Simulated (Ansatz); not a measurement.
# SnH2+ (doublet): the correlation ladder, def2-TZVP

Aim: climb from Hartree-Fock through coupled cluster and multireference methods for SnH2+ (doublet) at one geometry and basis, and see what each rung misses.

Program: Ansatz 0.2.0, Gaussian basis. Level of theory: def2-TZVP, core rule «outside noble gas», up to 9 orbitals frozen. These are calculated values, not measurements.

The runs, in order: UHF; CCSD(T) on ROHF; CCSD(T) on UHF; BCCD(T) on ROHF; CISD as a restricted active space (open shells left free, so some higher excitations enter); CCSDT(Q) on ROHF; CCSDT(Q) on UHF; CISDTQ; CCSDTQ on ROHF; CCSDTQ on UHF; CASSCF and MRCISD+Q, 5 electrons in 6 orbitals; CASSCF and NEVPT2, 5 electrons in 6 orbitals; Full CI.

7 further runs of the same task are left out: 1 that didn't finish, 6 set aside as unsound or not needed. Runs told in other sessions of the task aren't counted.

**1. What is computed**

The geometry is a PBE0/def2-TZVP stationary point (not a proven minimum) of the parent state, kept for this charge and spin. No spin-orbit coupling is included. Elements past krypton take def2 core potentials.

3 atoms, charge 1, spin multiplicity 2.

Atoms are counted from 1 here; the program's logs count them from 0.

Bond lengths: Sn1–H2 1.715 Å, Sn1–H3 1.715 Å. Angles: H2–Sn1–H3 119.7°.

Coordinates:

```xyz
3
charge 1, multiplicity 2
Sn    0.0000   -0.0144    0.0000
H     0.0000    0.8475   -1.4828
H     0.0000    0.8475    1.4828
```

**2. UHF**

The input, in.yaml:

```yaml
crystal:
  periodic: [false, false, false]
  atoms:
    - {symbol: Sn, position_ang: [0.000000, -0.014391, 0.000000]}
    - {symbol: H, position_ang: [0.000000, 0.847453, -1.482753]}
    - {symbol: H, position_ang: [0.000000, 0.847453, 1.482753]}
basis:
  gaussian: {orbitals: def2-TZVP}
total_charge: 1
magnetization: {spin_polarized: true, initial_magnetization: 1}
hamiltonian: {xc: hf}
output: {orbitals: {seedname: orbitals}}
```

Run with:

```bash
> ansatz run in.yaml --threads 1 --pin off --events-out ev --progress --plain --max-ram 2624MiB --backend cpu
```

The runs that follow: CCSD(T) on ROHF; CCSD(T) on UHF; BCCD(T) on ROHF; CISD as a restricted active space (open shells left free, so some higher excitations enter); CCSDT(Q) on ROHF; CCSDT(Q) on UHF; CISDTQ; CCSDTQ on ROHF; CCSDTQ on UHF; CASSCF and MRCISD+Q, 5 electrons in 6 orbitals; CASSCF and NEVPT2, 5 electrons in 6 orbitals; Full CI.

Q: Predict the results of all the runs planned. Wanted: FCI from the RHF energy; RMP2 from FCI; UMP2 from FCI; RCCSD from FCI; RCCSD(T) from FCI; UCCSD(T) from FCI; RCCSDT(Q) from FCI; UCCSDT(Q) from FCI; NEVPT2 valence from FCI.

As calculated:

| quantity | value |
| --- | --- |
| FCI from the ROHF energy | -2.3519 eV |
| RMP2 from FCI | +13.65 kcal/mol |
| UMP2 from FCI | +13.25 kcal/mol |
| RCCSD from FCI | +1.38 kcal/mol |
| RCCSD(T) from FCI | +0.32 kcal/mol |
| UCCSD(T) from FCI | +0.06 kcal/mol |
| RCCSDT(Q) from FCI | -0.03 kcal/mol |
| UCCSDT(Q) from FCI | -0.29 kcal/mol |
| NEVPT2 valence from FCI | +8.16 kcal/mol |
| MRCISD+Q valence from FCI | -0.19 kcal/mol |
| levels within 1 kcal/mol (43 meV) | RCCSD(T), UCCSD(T), BCCD(T), RCCSDT, UCCSDT, CISDTQ, RCCSDT(Q), UCCSDT(Q), RCCSDTQ, UCCSDTQ, MRCISD valence, MRCISD+Q valence |
| T1 diagnostic | 0.023 |
| effectively unpaired electrons | 1.03 |

In words: RCCSD(T) lands +0.32 kcal/mol from the yardstick (0.6 % of the correlation energy). UCCSDT, UCCSDT(Q), UCCSDTQ, MRCISD+Q valence fall below full CI: unrestricted runs freeze a spin-polarised core, another one than full CI's, and coupled cluster isn't variational. One determinant dominates. Of the multireference levels listed MRCISD+Q valence comes nearest in total energy (-0.19 kcal/mol), which doesn't show that its space is the better one. These misses are within one basis, not against nature; the frozen cores of restricted and unrestricted runs differ, which can shift their rows.

Levels on UHF freeze UHF's core orbitals, full CI those of ROHF, so the U rows can settle a little off it for that reason alone.

With open shells the CI space here admits some higher excitations, so it is larger than plain CISD.
